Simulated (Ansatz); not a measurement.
I need harmonic frequencies at the relaxed geometry of HSb. Use the Ansatz DFT code, driven from Python. Use (for the species named): PBE0, def2-TZVP basis, multiplicity 3.

```xyz
2

Sb    0.0000    0.0000    0.0000
H     0.0000    0.0000    1.6850
```

The script, `freq_hsb.py`:
```python
# -*- coding: utf-8 -*-
import logging
import sys

import ansatz as az
from ase import Atoms
import numpy as np

logging.basicConfig(stream=sys.stdout, format="[%(levelname)s] %(message)s")
log = logging.getLogger("run")
log.setLevel(logging.INFO)

atoms = Atoms(["Sb", "H"], positions=[
    (0.0, 0.0, 0.0),
    (0.0, 0.0, 1.685),
])
hsb = az.Crystal.molecule_from_ase(atoms)

job = hsb.calculation()
job = job.basis(gaussian="def2-TZVP")
job = job.functional("pbe0")
job = job.spin("collinear", total=2)
symbols = [site.symbol for site in hsb.cartesian_sites]
start = np.array([site.position_ang for site in hsb.cartesian_sites], dtype=float)
rep = job.relax(force_tolerance=0.003).run(threads=1).report
end = np.array(rep["positions_ang"])

log.info("final positions (A) and the move of each atom")
for symbol, xyz, old in zip(symbols, end, start):
    log.info(f"{symbol:2s} {xyz[0]:10.5f} {xyz[1]:10.5f} {xyz[2]:10.5f}   {np.linalg.norm(xyz - old):7.4f}")

minimum = az.Crystal.molecule()
for symbol, xyz in zip(symbols, end):
    minimum = minimum.atom(symbol, xyz.tolist())
vibrating = minimum.calculation()
vibrating = vibrating.basis(gaussian="def2-TZVP")
vibrating = vibrating.functional("pbe0").spin("collinear", total=2)
vibrating = vibrating.phonons(temperatures=(100, 500, 100))
vib = vibrating.run(threads=1).report["vibrations"]
sums = vib["harmonic_sums"]
modes = [m["omega_inv_cm"] for m in sums["modes_at_gamma"] if m["rigid_motion"] == "no"]
print("frequencies (1/cm):", " ".join(f"{w:.0f}" for w in modes))
print("imaginary modes:", sum(w < 0 for w in modes), " zero-point energy:", round(sums["zero_point_energy_ev"], 4), "eV")
log.info("T (K)   F_vib (eV)   S_vib (meV/K)   C_vib (meV/K)")
for row in zip(sums["temperatures_k"], sums["vibrational_free_energy_ev"], vib["entropy_ev_per_k"], vib["heat_capacity_ev_per_k"]):
    log.info(f"{row[0]:6.1f} {row[1]:11.4f} {1000 * row[2]:13.4f} {1000 * row[3]:15.4f}")
```

```console
$ python freq_hsb.py
[INFO] final positions (A) and the move of each atom
[INFO] Sb    0.00000    0.00000   -0.01545    0.0155
[INFO] H    -0.00000   -0.00000    1.70045    0.0155
frequencies (1/cm): 1939
imaginary modes: 0  zero-point energy: 0.1202 eV
[INFO] T (K)   F_vib (eV)   S_vib (meV/K)   C_vib (meV/K)
[INFO]  100.0      0.1202        0.0000          0.0000
[INFO]  200.0      0.1202        0.0000          0.0000
[INFO]  300.0      0.1202        0.0001          0.0007
[INFO]  400.0      0.1202        0.0006          0.0039
[INFO]  500.0      0.1200        0.0021          0.0102
```

Caveats:
- The frequencies are harmonic and unscaled, in a modest basis. The result belongs to the one conformer reached from this start, and soft torsions count as harmonic oscillators.
- def2 sets replace the cores of elements past krypton by effective core potentials.
- The species is open-shell (spin multiplicity 3).
- The spin state was assumed, and another may lie lower.
- Run time: 16 s on 1 thread of Arm Neoverse V1, on a shared host, peak memory 0.19 GiB.

(A comment or docstring line of the script was reworded after the run, the code is as it ran; lines on the test bed's own set-up are left out of the output.)
